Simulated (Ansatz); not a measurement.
The system is NiMoIrPdW.

```xyz
5
Lattice="4.1170 0.0000 0.0000 -2.0585 3.5655 0.0000 0.0000 0.0000 5.4458" Properties=species:S:1:pos:R:3 pbc="T T T"
Ni    0.0000    0.0000    5.2157
Mo    2.0585    1.1885    5.2367
Pd    2.0585    1.1885    2.5211
Ir    0.0000    2.3770    3.9521
W     0.0000    2.3770    1.2875
```

The cell was built by a generator and needn't be a form met in nature.

Base run:

```yaml
Program: Ansatz 0.2.0
Functional: LDA
Potentials_or_basis: all-electron LAPW, scalar-relativistic
Cutoff: 314 eV (chosen from the basis error)
Basis_error_allowed: 0.002 eV/atom
k_mesh: 6 × 6 × 4
Occupations: fermi-dirac, width 0.05 eV
Spin: collinear spin, ferromagnetic start
Starting_moments: "[1.0, 1.0, 0.0, 0.6, 0.0] μB"
```

Its results: pressure -12.9 GPa; net moment 0.00 μB per cell; largest force 0.087 eV/Å.

Question: The run is repeated on the same cell with these changes: functional from LDA to PBE. What comes out?

Answer: Pressure 0.0 GPa; net moment 0.00 μB per cell; largest force 0.168 eV/Å.

PBE binds less tightly than LDA, so the same cell stands under more pressure.

Caveats: the k mesh is thin for a metal, which can move the energy by tens of meV per atom; the starting moments weren't kept.
